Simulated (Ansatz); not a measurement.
# ZnGaC4N4: the cost of one run

Method: DFT PBE, scalar-relativistic, plane waves, PAW, in Ansatz 0.2.0.

1 further run of the same task is left out (it didn't finish). Runs told in other sessions of the task aren't counted.

## Step 1: The system as given

The structure is cubic, space group P-43m (No. 215). The conventional cell has a = 5.858 Å, b = 5.858 Å, c = 5.858 Å, α = 90.00°, β = 90.00°, γ = 90.00°. Zn (site symmetry -43m) is surrounded by 4 N at 2.01 Å. Ga (site symmetry -43m) is surrounded by 4 C at 1.90 Å. C (site symmetry 3m) has 1 N at 1.17 Å and 1 Ga at 1.90 Å in its first shell of neighbours. Around N (site symmetry 3m) lie 1 C at 1.17 Å and 1 Zn at 2.01 Å.

As a file:

```cif
data_structure
_symmetry_space_group_name_H-M 'P-43m'
_symmetry_Int_Tables_number 215
_cell_length_a 5.8584
_cell_length_b 5.8584
_cell_length_c 5.8584
_cell_angle_alpha 90.000
_cell_angle_beta 90.000
_cell_angle_gamma 90.000
_cell_volume 201.06
loop_
_atom_site_label
_atom_site_type_symbol
_atom_site_symmetry_multiplicity
_atom_site_Wyckoff_symbol
_atom_site_fract_x
_atom_site_fract_y
_atom_site_fract_z
_atom_site_occupancy
Zn1 Zn 1 b 0.50000 0.50000 0.50000 1
Ga1 Ga 1 a 0.00000 0.00000 0.00000 1
C1 C 4 e 0.18685 0.18685 0.18685 1
N1 N 4 e 0.30216 0.30216 0.30216 1
```

The cell is invented: two interpenetrating cyanide-bridged diamond nets (P-43m, No. 215). Its size is a rough estimate.

## Step 2: A first look at the guess

The input, input.yaml:

```yaml
crystal:
  lattice:
    - [5.85837318, 0.0, 0.0]
    - [0.0, 5.85837318, 0.0]
    - [0.0, 0.0, 5.85837318]
  atoms:
    - { symbol: Zn, position: [0.5, 0.5, 0.5] }
    - { symbol: Ga, position: [0.0, 0.0, 0.0] }
    - { symbol: C, position: [0.18685326, 0.18685326, 0.18685326] }
    - { symbol: C, position: [0.18685326, 0.81314674, 0.81314674] }
    - { symbol: C, position: [0.81314674, 0.18685326, 0.81314674] }
    - { symbol: C, position: [0.81314674, 0.81314674, 0.18685326] }
    - { symbol: "N", position: [0.30215827, 0.30215827, 0.30215827] }
    - { symbol: "N", position: [0.30215827, 0.69784173, 0.69784173] }
    - { symbol: "N", position: [0.69784173, 0.30215827, 0.69784173] }
    - { symbol: "N", position: [0.69784173, 0.69784173, 0.30215827] }
basis:
  ecutwfc: 420
kpoints:
  mp_grid: { grid: [4, 4, 4] }
hamiltonian:
  xc: pbe
scf:
  occupations: { method: gaussian, width: 0.1 }
  lower_state_search: "off"
output:
  forces: true
  stress: true
  eigenvalues: true
```

Command:

```console
$ ansatz run input.yaml --threads 1 --pin off --max-ram 2560MiB --backend cpu --events-out ev --progress --plain --runs-dir out
```

**Question.** How long does this run take on 1 thread of Intel Xeon Platinum 8488C (Sapphire Rapids), shared host, and how much memory does it need?

About 5.5 s, with a peak of 0.55 GiB.
